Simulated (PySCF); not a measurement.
# C2H9NSi2: the cost of one run

The runs use PySCF 2.14.0, with density-fitted response routines of our own; the level of theory stands in each step. All values are computed, except where a source is named. Atoms count from 0, in the outputs and in this text.

## Step 1: Starting geometry

14 atoms, charge 0, multiplicity 1; geometry from: GFN2-xTB. The atoms were then displaced at random by about 0.01 Å, so the start is not that level's minimum.

Bonds of the start (Å): C0–C1 1.33, C1–Si2 1.87, Si2–N3 1.76, N3–Si4 1.70, C0–H5 1.10, C0–H6 1.06, C1–H7 1.08, Si2–H8 1.48, Si2–H9 1.46, N3–H10 1.04, Si4–H11 1.48, Si4–H12 1.44, Si4–H13 1.48.

## Step 2: Geometry optimisation at PBE0-D3(BJ)/def2-SVP

What the job is given:

```
{"job": {"xc": "PBE0", "basis": "def2-SVP", "d3": "d3bj", "grid": 1, "shake": 0.01, "kind": "geom"}, "charge": 0, "multiplicity": 1}
C     -2.493420    -0.417100     0.122130
C     -1.890520     0.273590    -0.836500
Si    -0.037930     0.447460    -1.019550
N      0.740690     0.021630     0.497700
Si     2.374230    -0.268700     0.849310
H     -3.594020    -0.467800     0.162600
H     -1.963850    -0.900210     0.902400
H     -2.466390     0.767210    -1.603440
H      0.292800     1.842980    -1.372630
H      0.509460    -0.474810    -2.008700
H      0.118670     0.192250     1.314780
H      3.168710     0.977310     0.802850
H      2.852500    -1.206140    -0.134390
H      2.381910    -0.802760     2.226080
```

On the command line:

```bash
OMP_NUM_THREADS=1 python probes_run.py task.json out
```

One launch serves the whole session: the jobs run in the order shown.

Q: Estimate the wall time and peak memory of this first job on 1 thread of Arm Neoverse V1, shared host.

About 94 s, with a peak of 0.52 GiB.
